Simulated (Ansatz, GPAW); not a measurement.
## A script for Cl (PBE in single-zeta orbitals)

These are simulated results from GPAW 26.7.0, not measurements. The cell began as a database structure and was relaxed with r2SCAN+rVV10 in plane waves (Ansatz 0.2.0). All runs are without spin polarisation.

It is orthorhombic, Cmce (No. 64); a = 6.250 Å, b = 4.014 Å, c = 8.147 Å in the conventional setting, 25.55 Å³ an atom. Around Cl lie 1 Cl at 2.02 Å.

The basis is minimal: single zeta, one radial function for each shell that the log's basis lists. It describes the filled bands fairly and the empty ones poorly.

The script, run.py:

```python
import json
from ase import Atoms
from gpaw import GPAW, PW, FermiDirac

atoms = Atoms(['Cl', 'Cl', 'Cl', 'Cl'],
              cell=[[3.12523681, -2.00724515, 0.0], [3.12523681, 2.00724515, 0.0], [0.0, 0.0, 8.14655994]],
              scaled_positions=[[0.875635012, 0.124364988, 0.607478324], [0.124364988, 0.875635012, 0.392521676], [0.624364988, 0.375635012, 0.107478324], [0.375635012, 0.624364988, 0.892521676]],
              pbc=True)
calc = GPAW(mode='lcao', basis='sz(dzp)', h=0.2, xc='PBE', kpts={'size': (6, 6, 2), 'gamma': True},
            occupations=FermiDirac(0.02), maxiter=100, legacy_gpaw=True, txt='gpaw.txt')
atoms.calc = calc
res = {'energy': atoms.get_potential_energy(force_consistent=True)}
res['electrons'] = calc.get_number_of_electrons()
res['k'] = calc.get_ibz_k_points().tolist()
res['levels'] = [calc.get_eigenvalues(kpt=i).tolist() for i in range(len(res['k']))]
points = [[0.0, 0.0, 0.0], [0.5, 0.5, 0.0], [0.353128, 0.646872, 0.0], [-0.353128, 0.353128, 0.0], [0.0, 0.0, 0.5], [-0.353128, 0.353128, 0.5], [0.353128, 0.646872, 0.5], [0.5, 0.5, 0.5], [0.0, 0.5, 0.0]]
bands = calc.fixed_density(kpts=points, symmetry='off', txt='bands.txt')
res['points'] = [bands.get_eigenvalues(kpt=i).tolist() for i in range(len(points))]
json.dump(res, open('results.json', 'w'))
print('free energy (eV):', round(res['energy'], 5))
```

Command: `python run.py`. It took 3.4 s on 1 thread of Arm Neoverse V1 (shared host), peak memory 0.14 GiB.

The log gpaw.txt, trimmed of paths, versions and times, then the last line on the terminal. An iter line gives the energy in eV and the logarithms of the changes of orbitals (plane waves alone) and density (c: converged):

```
___ ___ ___ _ _ _
 |   |   |_  | | | |

 | | | | | . | | | |

 |__ |  _|___|_____|  26.7.0
 |___|_|

Input parameters:
  basis: sz(dzp)
  h: 0.2
  kpts: {gamma: True,
         size: (6, 6, 2)}
  maxiter: 100
  mode: lcao
  occupations: {fixmagmom: False,
                name: fermi-dirac,
                width: 0.02}
  xc: PBE

System changes: positions, numbers, cell, pbc, initial_charges, initial_magmoms

Initialize ...

species:
  Cl:
    name:    Chlorine
    Z:       17.0
    valence: 7
    core:    10
    charge:  0.0  # [|e|]
    compensation charges:
      type: gauss
      rc: 0.25  # [Å]
      lmax: 2
    cutoffs:
      filter: 1.40  # [Å]
      core: 1.49  # [Å]
    projectors
    | kind |    occ | energy [eV] | rcut [Å] |

    |------|--------|-------------|----------|

    |   3s |  2.000 |     -20.689 |    0.794 |

    |   3p |  5.000 |      -8.594 |    0.794 |

    |    s |        |       6.523 |    0.794 |

    |    p |        |      18.617 |    0.794 |

    |    d |        |       0.000 |    0.794 |

    LCAO basis set for Cl:
      Name: sz(dzp)
      Number of radial functions: 2
      Number of spherical harmonics: 4
        l=0, rc=5.1719 Bohr: 3s-sz confined orbital
        l=1, rc=6.2656 Bohr: 3p-sz confined orbital
      Number of RI-basis functions 0

Reference energy: -50219.797583  # eV

Spin-paired calculation

Convergence criteria:
 Maximum [total energy] change in last 3 cyles: 0.0005 eV / valence electron
 Maximum integral of absolute [dens]ity change: 0.0001 electrons / valence electron
 Maximum integral of absolute [eigenst]ate change: 4e-08 eV^2 / valence electron
 Maximum number of scf [iter]ations: 100
 (Square brackets indicate name in SCF output, whereas a 'c' in
 the SCF output indicates the quantity has converged.)

Symmetries present (total): 4

  ( 1  0  0)  ( 0  1  0)  ( 0 -1  0)  (-1  0  0)
  ( 0  1  0)  ( 1  0  0)  (-1  0  0)  ( 0 -1  0)
  ( 0  0  1)  ( 0  0 -1)  ( 0  0  1)  ( 0  0 -1)

72 k-points: 6 x 6 x 2 Monkhorst-Pack grid + [1/12,1/12,1/4]
26 k-points in the irreducible part of the Brillouin zone
       k-points in crystal coordinates                weights
   0:     0.00000000    0.00000000    0.00000000          1/72
   1:     0.00000000    0.00000000    0.50000000          1/72
   2:     0.16666667   -0.16666667    0.00000000          2/72
   3:     0.16666667   -0.16666667    0.50000000          2/72
   4:     0.16666667    0.00000000    0.00000000          4/72
   5:     0.16666667    0.00000000    0.50000000          4/72
   6:     0.16666667    0.16666667    0.00000000          2/72
   7:     0.16666667    0.16666667    0.50000000          2/72
   8:     0.33333333   -0.33333333    0.00000000          2/72
   9:     0.33333333   -0.33333333    0.50000000          2/72
          ...
  25:     0.50000000    0.50000000    0.50000000          1/72

Wave functions: LCAO
  Diagonalizer: Serial LAPACK
  Atomic Correction: dense with blas
  Data-type: complex

Occupation numbers: Fermi-Dirac:
  width: 0.0200  # eV

Eigensolver
   LCAO using direct dense diagonalizer

Densities:
  Coarse grid: 16*16*40 grid
  Fine grid: 32*32*80 grid
  Total Charge: 0.000000

Density mixing:
  Method: separate
  Backend: msr1
  Linear mixing parameter: 0.05
  old densities: 10
  Width of damping distribution: 1.1
  Damping of long wavelength oscillations: 20

Hamiltonian:
  XC and Coulomb potentials evaluated on a 32*32*80 grid
  Using the PBE Exchange-Correlation functional
  Interpolation: tri-quintic (5. degree polynomial)
  Poisson solver: FastPoissonSolver using
    Stencil: 8*3+1=25 point O(h^6) finite-difference Laplacian
    FFT axes: [np.int64(0), np.int64(1), np.int64(2)]
    FST axes: []

XC parameters: PBE with 2 nearest neighbor stencil

Memory estimate:
  Process memory now: 112.98 MiB
  Calculator: 10.92 MiB
    Density: 7.33 MiB
      Arrays: 2.03 MiB
      Localized functions: 3.73 MiB
      Mixer: 1.56 MiB
    Hamiltonian: 1.61 MiB
      Arrays: 1.33 MiB
      XC: 0.00 MiB
      Poisson: 0.00 MiB
      vbar: 0.28 MiB
    Wavefunctions: 1.99 MiB
      C [qnM]: 0.10 MiB
      S, T [2 x qmm]: 0.20 MiB
      P [aqMi]: 0.02 MiB
      BasisFunctions: 1.66 MiB
      Eigensolver: 0.00 MiB

Total number of cores used: 1

Number of atoms: 4
Number of atomic orbitals: 16
Number of bands in calculation: 16
Number of valence electrons: 28
Bands to converge: occupied
Positions:
   0 Cl     3.125237   -1.507983    4.948859    ( 0.0000,  0.0000,  0.0000)
   1 Cl     3.125237    1.507983    3.197701    ( 0.0000,  0.0000,  0.0000)
   2 Cl     3.125237   -0.499262    0.875579    ( 0.0000,  0.0000,  0.0000)
   3 Cl     3.125237    0.499262    7.270981    ( 0.0000,  0.0000,  0.0000)

Unit cell:
           periodic     x           y           z      points  spacing
  1. axis:    yes    3.125237   -2.007245    0.000000    16     0.2111
  2. axis:    yes    3.125237    2.007245    0.000000    16     0.2111
  3. axis:    yes    0.000000    0.000000    8.146560    40     0.2037

  Lengths:   3.714315   3.714315   8.146560
  Angles:   90.000000  90.000000  65.422815

Effective grid spacing dv^(1/3) = 0.2153

iter:   1    -3.897354        c
iter:   2    -3.675125        c -0.96
iter:   3    -1.880999        c -0.98
iter:   4    -1.855838        c -1.80
iter:   5    -1.852098        c -2.32
iter:   6    -1.852065c       c -3.39
iter:   7    -1.852063c       c -3.78
iter:   8    -1.852063c       c -4.98c

Converged after 8 iterations.

Energy contributions relative to reference atoms: (reference = -50219.797583)

Kinetic:        +55.847798
Potential:      -44.885810
External:        +0.000000
XC:             -13.731912
Entropy (-ST):   -0.000000
Local:           +0.917860
SIC:             +0.000000
--------------------------
Free energy:     -1.852063
Extrapolated:    -1.852063

Showing only first 2 kpts
 Kpt  Band  Eigenvalues  Occupancy
  0    12      1.14731    2.00000
  0    13      1.25950    2.00000
  0    14      3.29427    0.00000
  0    15      4.42643    0.00000

  1    12      1.20502    2.00000
  1    13      1.20502    2.00000
  1    14      3.91594    0.00000
  1    15      3.91594    0.00000

Fermi level: 2.89039

Gap: 2.035 eV
Transition (v -> c):
  (s=0, k=0, n=13, [0.00, 0.00, 0.00]) -> (s=0, k=0, n=14, [0.00, 0.00, 0.00])
No difference between direct/indirect transitions

free energy (eV): -1.85206
```

The gap in the log is over the mesh alone; results.json adds the listed points. PBE in single-zeta orbitals gives a gap of 2.03 eV. On the same cell, plane-wave PBE (Ansatz, 8×8×4 k points and the special points) gives a gap of 2.20 eV and r2SCAN a gap of 2.57 eV; on shared hosts these took about 7.4 and 20 core-seconds on the 4-atom cell, against 3.4 for the script. Semilocal gaps usually lie below measured ones.
